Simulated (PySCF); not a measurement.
# B2H8Hg (Hg(BH4)2): the cost of one run

Computed with PySCF 2.14.0. Level: BP86, Hg def2-SVP with ECP60, B def2-SVP, H def2-SVP; scalar-relativistic core potentials, no spin–orbit coupling.

1 further run of the same task is left out (for a known fault of the program).

## Step 1: Starting geometry

11 atoms, charge 0, spin multiplicity 1.

Bond lengths: Hg1–B2 2.335 Å, Hg1–H6 1.834 Å, Hg1–B7 2.335 Å, Hg1–H11 1.834 Å, B2–H3 1.231 Å, B2–H4 1.225 Å, B2–H5 1.225 Å, B2–H6 1.348 Å, B7–H8 1.231 Å, B7–H9 1.225 Å, B7–H10 1.225 Å, B7–H11 1.348 Å. Angles: B2–Hg1–H6 35.2°, B2–Hg1–B7 180.0°, B2–Hg1–H11 144.8°, H6–Hg1–B7 144.8°, H6–Hg1–H11 180.0°, B7–Hg1–H11 35.2°, Hg1–B2–H3 130.8°, Hg1–B2–H4 89.6°, Hg1–B2–H5 90.2°, Hg1–B2–H6 51.7°, H3–B2–H4 112.3°, H3–B2–H5 112.7°, H3–B2–H6 79.1°, H4–B2–H5 119.4°, H4–B2–H6 113.3°, H5–B2–H6 113.1°, Hg1–H6–B2 93.1°, Hg1–B7–H8 130.8° and more.

Coordinates:

```xyz
11

Hg    0.0000    0.0000    0.0000
B     0.0082    0.2617    2.3203
H     0.1109   -0.5692    3.2234
H     1.0022    0.9726    2.2282
H    -1.1042    0.7726    2.2711
H     0.0994   -0.8785    1.6073
B    -0.0082   -0.2617   -2.3203
H    -0.1109    0.5692   -3.2234
H     1.1042   -0.7726   -2.2711
H    -1.0022   -0.9726   -2.2282
H    -0.0994    0.8785   -1.6073
```

Formal oxidation states: Hg +2. An earlier session relaxed this geometry at BP86, Hg def2-SVP with ECP60, B def2-SVP, H def2-SVP (singlet, point group C2h).

Its energy there is -208.000255 Eh.

## Step 2: Multiplicity 3 at the relaxed geometry

Contents of run.py (the lines that set the calculation):

```python
mol = gto.M(atom='''
Hg     0.00000     0.00000     0.00000
B      0.00821     0.26169     2.32032
H      0.11087    -0.56924     3.22336
H      1.00219     0.97255     2.22817
H     -1.10425     0.77259     2.27114
H      0.09940    -0.87847     1.60733
B     -0.00821    -0.26169    -2.32032
H     -0.11087     0.56924    -3.22336
H      1.10425    -0.77259    -2.27114
H     -1.00219    -0.97255    -2.22817
H     -0.09940     0.87847    -1.60733''',
    basis={'Hg': 'def2-SVP', 'B': 'def2-SVP', 'H': 'def2-SVP'},
    ecp={'Hg': 'def2-SVP'},
    charge=0, spin=2)
mf = dft.UKS(mol, xc='B88,P86')
mf.grids.atom_grid = (50, 194)
mf = mf.density_fit()  # fitting sets: Hg def2-universal-JKFIT, B def2-universal-JKFIT, H def2-universal-JKFIT
mf.conv_tol = 1e-08; mf.max_cycle = 55
mf.kernel(dm0)  # dm0: free metal ions and neutral atoms
```

Run with:

```bash
OMP_NUM_THREADS=2 python run.py
```

**Question.** How long does this run take on 2 threads of Intel Xeon Platinum 8259CL at 2.50GHz (Skylake/Cascade Lake), shared host?

About 8.8 s.
